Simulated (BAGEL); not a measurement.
# triplet BGeH5 at 5 levels

Wanted: a comparison of 5 runs (UHF/3-21G, ROHF/6-31G*, UHF/6-31G*, ROHF/aug-cc-pVDZ, UHF/aug-cc-pVDZ) of triplet BGeH5. 

The calculation is run with BAGEL 1.2.2.

### Step 1. The molecule

BGeH5 has 7 atoms, charge 0, and is taken as a triplet. SMILES of the parent species: `[BH2][GeH3]`. The coordinates come from a PBE0-D4/def2-TZVP relaxation. That shape belongs to the parent species and isn't relaxed for this state.

Bond lengths: B1–Ge2 2.057 Å, B1–H3 1.195 Å, B1–H4 1.194 Å, Ge2–H5 1.542 Å, Ge2–H6 1.542 Å, Ge2–H7 1.538 Å. Angles: B1–Ge2–H5 109.6°, B1–Ge2–H6 109.7°, B1–Ge2–H7 114.9°, Ge2–B1–H3 119.1°, Ge2–B1–H4 122.6°, H5–Ge2–H6 106.6°, H5–Ge2–H7 107.9°, H6–Ge2–H7 107.9°, H3–B1–H4 118.3°.

### Step 2. A single-point energy at UHF/3-21G (density fitting with qzvpp-jkfit) (run 1)

The input, hf.json:

```json
{ "bagel": [

{
  "title": "molecule",
  "basis": "3-21g",
  "df_basis": "qzvpp-jkfit",
  "angstrom": true,
  "geometry": [
    { "atom": "B", "xyz": [       0.007500,      -1.219800,       0.268100 ] },
    { "atom": "Ge", "xyz": [       0.048900,       0.786100,      -0.183400 ] },
    { "atom": "H", "xyz": [      -1.044400,      -1.784600,       0.312800 ] },
    { "atom": "H", "xyz": [       0.997700,      -1.849300,       0.488600 ] },
    { "atom": "H", "xyz": [      -0.601100,       1.019700,      -1.562200 ] },
    { "atom": "H", "xyz": [      -0.799800,       1.566200,       0.840700 ] },
    { "atom": "H", "xyz": [       1.452500,       1.413700,      -0.210300 ] }
  ]
},

{ "title": "uhf", "nopen": 2 },

{ "title": "print", "file": "orbitals.molden", "orbitals": true }

]}
```

Run with:

```
$ BAGEL_NUM_THREADS=1 BAGEL hf.json > hf.out
```

Standard output:

```text
* using 1 threads per process

  ===============================================================
  ===============================================================

  *** Geometry ***

[... 23 lines left out ...]
      * DIIS with orbital gradients will be used.

  === UHF iteration (3-21g) ===
      0      -2092.54879531          0.02089577           0.07
      1      -2092.58545977          0.00607996           0.06
      2      -2092.58881425          0.00225623           0.06
[... 13 lines of this table left out ...]
     16      -2092.58977029          0.00000001           0.06
    * SCF iteration converged.

    * S^2 (UHF) is 2.0109

    * Permanent dipole moment:
           (   -0.077735,    -0.984096,     0.216320) a.u.

    * METHOD: UHF                                  1.27

    * METHOD: PRINT                                0.01

  ===============================================================
```

Wall time 1.6 s (1 thread of Arm Neoverse N1, shared host); peak memory 0.081 GiB.

### Step 3. A single-point energy at ROHF/6-31G(d) (density fitting with qzvpp-jkfit, spherical functions) (run 2)

The input, input.json:

```json
{ "bagel": [

{
  "title": "molecule",
  "basis": "6-31gs.json",
  "df_basis": "qzvpp-jkfit",
  "angstrom": "true",
  "geometry": [
    { "atom": "B", "xyz": [    0.007500,   -1.219800,    0.268100 ] },
    { "atom": "Ge", "xyz": [    0.048900,    0.786100,   -0.183400 ] },
    { "atom": "H", "xyz": [   -1.044400,   -1.784600,    0.312800 ] },
    { "atom": "H", "xyz": [    0.997700,   -1.849300,    0.488600 ] },
    { "atom": "H", "xyz": [   -0.601100,    1.019700,   -1.562200 ] },
    { "atom": "H", "xyz": [   -0.799800,    1.566200,    0.840700 ] },
    { "atom": "H", "xyz": [    1.452500,    1.413700,   -0.210300 ] }
  ]
},
{ "title": "rohf", "nopen": 2 },
{ "title": "print", "file": "orbitals.molden", "orbitals": "true" }

]}
```

The basis set 6-31G* is read from a file made from the Basis Set Exchange's data (not shown).

Run with:

```
$ BAGEL_NUM_THREADS=1 BAGEL input.json > input.out
```

Standard output:

```text
* using 1 threads per process

  ===============================================================
  ===============================================================

  *** Geometry ***

[... 23 lines left out ...]
      * DIIS with orbital gradients will be used.

  === ROHF iteration (6-31gs.json) ===
      0      -2102.43614748          0.02058784           0.10
      1      -2102.47959111          0.00725703           0.09
      2      -2102.48527600          0.00371758           0.09
[... 14 lines of this table left out ...]
     17      -2102.48731505          0.00000001           0.10
    * SCF iteration converged.

    * S^2 (ROHF) is 2.0000

    * Permanent dipole moment:
           (   -0.071606,    -0.918325,     0.201973) a.u.

    * METHOD: ROHF                                 1.95

    * METHOD: PRINT                                0.02

  ===============================================================
```

Run time: 2.4 s. Hardware: 1 thread of Arm Neoverse N1, shared host; peak memory 0.081 GiB.

Runs 3 to 4 aren't shown in full; the table further down has their settings and results.

### Step 4. The energy at UHF/aug-cc-pVDZ (density fitting with qzvpp-jkfit) (run 5)

The input, job.json:

```json
{ "bagel": [

{
  "title": "molecule",
  "basis": "aug-cc-pvdz.json",
  "df_basis": "qzvpp-jkfit",
  "angstrom": true,
  "geometry": [
    { "atom": "B", "xyz": [       0.007500,      -1.219800,       0.268100 ] },
    { "atom": "Ge", "xyz": [       0.048900,       0.786100,      -0.183400 ] },
    { "atom": "H", "xyz": [      -1.044400,      -1.784600,       0.312800 ] },
    { "atom": "H", "xyz": [       0.997700,      -1.849300,       0.488600 ] },
    { "atom": "H", "xyz": [      -0.601100,       1.019700,      -1.562200 ] },
    { "atom": "H", "xyz": [      -0.799800,       1.566200,       0.840700 ] },
    { "atom": "H", "xyz": [       1.452500,       1.413700,      -0.210300 ] }
  ]
},

{ "title": "uhf", "nopen": 2 },

{ "title": "print", "file": "orbitals.molden", "orbitals": true }

]}
```

The basis set aug-cc-pVDZ is read from a file made from the Basis Set Exchange's data (not shown).

Run with:

```
$ BAGEL_NUM_THREADS=1 BAGEL job.json > job.out
```

Standard output:

```text
* using 1 threads per process

  ===============================================================
  ===============================================================

  *** Geometry ***

[... 23 lines left out ...]
      * DIIS with orbital gradients will be used.

  === UHF iteration (aug-cc-pvdz.json) ===
      0      -2102.31697948          0.04521604           0.20
      1      -2102.50678248          0.03594844           0.20
      2      -2102.62579503          0.01803854           0.20
[... 22 lines of this table left out ...]
     25      -2102.76076729          0.00000000           0.20
    * SCF iteration converged.

    * S^2 (UHF) is 2.0134

    * Permanent dipole moment:
           (   -0.048377,    -0.875037,     0.194321) a.u.

    * METHOD: UHF                                  5.49

    * METHOD: PRINT                                0.06

  ===============================================================
```

Wall time 6.3 s (1 thread of Arm Neoverse N1, shared host); peak memory 0.13 GiB.

### Step 5. The series

| run | level | energy (Eh) | dipole moment (D) | ⟨S²⟩ | wall time |
| --- | --- | --- | --- | --- | --- |
| 1 | UHF/3-21G (density fitting with qzvpp-jkfit) | -2092.589770 | 2.57 | 2.011 | 1.6 s |
| 2 | ROHF/6-31G* (density fitting with qzvpp-jkfit, spherical functions) | -2102.487315 | 2.40 | 2.000 | 2.4 s |
| 3 | UHF/6-31G* (density fitting with qzvpp-jkfit, spherical functions) | -2102.490779 | 2.46 | 2.012 | 2.6 s |
| 4 | ROHF/aug-cc-pVDZ (density fitting with qzvpp-jkfit) | -2102.756977 | 2.23 | 2.000 | 5.7 s |
| 5 | UHF/aug-cc-pVDZ (density fitting with qzvpp-jkfit) | -2102.760767 | 2.28 | 2.013 | 6.3 s |

### Step 6. Summary of results

| quantity | value |
| --- | --- |
| run 5: total energy | -2102.76077 Eh |
| run 5: dipole moment | 2.28 D |
| run 5: ⟨S²⟩ | 2.013 |

In words: The dipole moment (its size) runs from 2.23 D (ROHF/aug-cc-pVDZ) to 2.57 D (UHF/3-21G). The two ends differ in method and basis. All runs together took 19 s, the longest 6.3 s.
